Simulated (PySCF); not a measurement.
# [HfSe2]-: relaxation and vibrations of the doublet

Aim: relax [HfSe2]- as a doublet from a PBE minimum start, check by its vibrations whether the end is a minimum, and collect its spectrum and constants.

Computed with PySCF 2.14.0. Level: PBE, basis Hf def2-SVPD with ECP60, Se def2-SVPD, scalar-relativistic core potentials, no spin–orbit coupling, density fitting.

## 1. Starting geometry

3 atoms, charge -1, spin multiplicity 2.

Bond lengths: Hf1–Se2 2.423 Å, Hf1–Se3 2.423 Å. Angles: Se2–Hf1–Se3 117.3°.

Coordinates in bohr (charge -1 multiplicity 2):
```
Hf   -1.1209    0.0000    0.0000
Se    1.2619    3.9099    0.0000
Se    1.2619   -3.9099    0.0000
```

## 2. The SCF at the typed geometry

The steps below are one call of a driver around PySCF. For each, scf.py gives the equivalent set-up of the SCF; relaxations use the driver's own optimiser. After this first run the driver tries any further starts and a stability analysis.

Input file scf.py:

```python
from pyscf import gto, scf, dft
mol = gto.M(atom='''
Hf    -0.593140    -0.000000    -0.000000
Se     0.667790     2.069010     0.000000
Se     0.667790    -2.069010    -0.000000''',
    basis={'Hf': 'def2-SVPD', 'Se': 'def2-SVPD'},
    ecp={'Hf': 'def2-SVPD'},
    charge=-1, spin=1)
mf = dft.UKS(mol, xc='PBE')
mf.grids.atom_grid = (50, 194)
aux = {'Hf': 'def2-universal-JKFIT', 'Se': 'def2-universal-JKFIT'}
mf = mf.density_fit(auxbasis=aux)
mf.conv_tol = 1e-08
mf.diis_space = 10
mf.max_cycle = 60
mf.init_guess = 'minao'
mf.verbose = 4
mf.kernel()
```

Started as:

```sh
$ OMP_NUM_THREADS=4 python axn.py task.json out
```

Further steps of the session: PBE minimum start, doublet: relaxation; Is it a minimum? Harmonic modes.

Before running it: what results should come out? Wanted: minimum; geometry; wavenumbers; dipole moment; highest occupied, lowest empty level; polar-tensor charge of Hf1; zero-point energy; ⟨S²⟩.

**Answer**, as computed:

```
                                          quantity                                value
                                           minimum                         doublet, C2v
                                          geometry  Hf–Se 2.424 Å (×2); Se–Hf–Se 118.0°
                                wavenumbers (cm⁻¹)          72 (a1), 272 (a1), 285 (b2)
                    dipole moment (centre of mass)                               4.14 D
highest occupied, lowest empty level (either spin)                       -0.43, 0.54 eV
                        polar-tensor charge of Hf1                              +0.64 e
                                 zero-point energy                           3.8 kJ/mol
                               entropy at 298.15 K                      335.5 J/(mol K)
                                              ⟨S²⟩                                0.756
```

What this shows: The PBE minimum start keeps its C2v symmetry and ends in a minimum. In the infrared the band at 285 cm⁻¹ (b2, stretch) leads. Most of the spin sits on Hf1 (Mulliken spin 1.12, against 1 for the whole molecule). Only this shape and spin were tried, so other structures or states may lie lower. One determinant may miss the lowest occupation of an open d or f shell. Spin–orbit coupling, left out here, can matter for elements this heavy.
